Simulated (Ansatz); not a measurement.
**AlGa2N3: the band gap up the ladder of functionals**

The task here is to estimate one member of a computed series from the others.

The runs shown are made with Ansatz 0.2.0. PAW datasets, plane waves. Simulation only: spin-unpolarised, and no claim that this is the phase found in nature.

## The cell

The cell was relaxed beforehand with r2SCAN.

The symmetry is Imm2 (No. 44, orthorhombic); a = 3.151 Å, b = 9.453 Å, c = 4.451 Å in the conventional setting, 11.05 Å³ an atom. Al has 4 N at 1.88–1.90 Å; N has 2 Al at 1.90 Å and 2 Ga at 1.96 Å; Ga has 4 N at 1.95–1.96 Å; N has 1 Al at 1.88 Å and 3 Ga at 1.95 Å.

The structure in full:

Space group Imm2 (No. 44). a = 3.151 Å, b = 9.453 Å, c = 4.451 Å, α = 90.00°, β = 90.00°, γ = 90.00°
```csv
atom,site,symmetry,x,y,z
Al,2a,mm2,0.0000,0.0000,0.9992
N,2b,mm2,0.5000,0.0000,0.7626
Ga,4d,m..,0.5000,0.1659,0.5003
N,4d,m..,0.0000,0.1627,0.2438
```

Set-up of the first run:

Input file input.yaml:

```yaml
crystal:
  lattice:
    - [-1.5754990494, 4.7262793681, 2.2257097409]
    - [1.5754990494, -4.7262793681, 2.2257097409]
    - [1.5754990494, 4.7262793681, -2.2257097409]
  atoms:
    - { symbol: Al, position: [-0.000773754, -0.000773754, 0.0] }
    - { symbol: "N", position: [0.7626038156, 0.2626038156, 0.5] }
    - { symbol: Ga, position: [0.6661769274, 0.0002941218, 0.6658828056] }
    - { symbol: "N", position: [0.4065403792, 0.2437908474, 0.1627495318] }
    - { symbol: Ga, position: [0.3344113162, 0.0002941218, 0.3341171944] }
    - { symbol: "N", position: [0.0810413157, 0.2437908474, 0.8372504682] }
kpoints:
  mp_grid: { grid: [10, 10, 10] }
  band_path:
    path:
      - [[0.0, 0.0, 0.0], [0.5, -0.5, 0.5], [0.2777803377572, -0.2777803377572, 0.7222196622428]]
      - [[-0.2777803377572, 0.2777803377572, 0.2777803377572], [0.0, 0.0, 0.0], [0.3054419227906, 0.3054419227906, -0.3054419227906]]
      - [[0.6945580772094, -0.3054419227906, 0.3054419227906], [0.5, -0.5, 0.5]]
      - [[0.0, 0.0, 0.0], [1.033585633725e-17, 0.5, -1.033585633725e-17], [0.25, 0.25, 0.25], [0.5, -2.500364012345e-17, -1.033585633725e-17], [0.0, 0.0, 0.0], [1.024883848798e-17, -1.024883848798e-17, 0.5], [0.25, 0.25, 0.25]]
    npoints: 10
hamiltonian:
  xc: pbe
scf:
  occupations: { method: fermi_dirac, width: 0.02 }
  n_extra_bands: 5
output:
  forces: true
  stress: true
  eigenvalues: true
```

On the command line:

```sh
$ ansatz run input.yaml --threads 4 --pin off --max-ram 6451MiB --backend cpu --events-out ev --progress --plain --runs-dir out
```

Among the steps run: PBE band path; Single point with r2SCAN; Single point with HSE06; PBE+SOC; PBE0.

One of the session's tables, all rows but one given; the rest of the session is left out.

```
  level  gap (eV)
    PBE      2.48
 r2SCAN      2.96
  HSE06         ?
PBE+SOC      2.48
   PBE0      4.46
```

Estimate the missing values for HSE06.

As computed: gap (eV): 3.76. In the column «gap (eV)» it lies between r2SCAN (2.96) and PBE0 (4.46).

Meshes: PBE 10×10×10, r2SCAN 10×10×10, HSE06 6×6×6, PBE+SOC 10×10×10, PBE0 6×6×6

In words: PBE+SOC gives the least gap, 2.48 eV, and PBE0 the largest, 4.46 eV. Against HSE06, PBE is short by 1.28 eV, at 66 % of it, and r2SCAN 79 %. PBE0 lies 0.70 eV above HSE06, which differs from it by screening the long-range exchange.

Limits of these values: Warnings in the runs' records: stress exchange threshold loose, stress scf threshold loose.
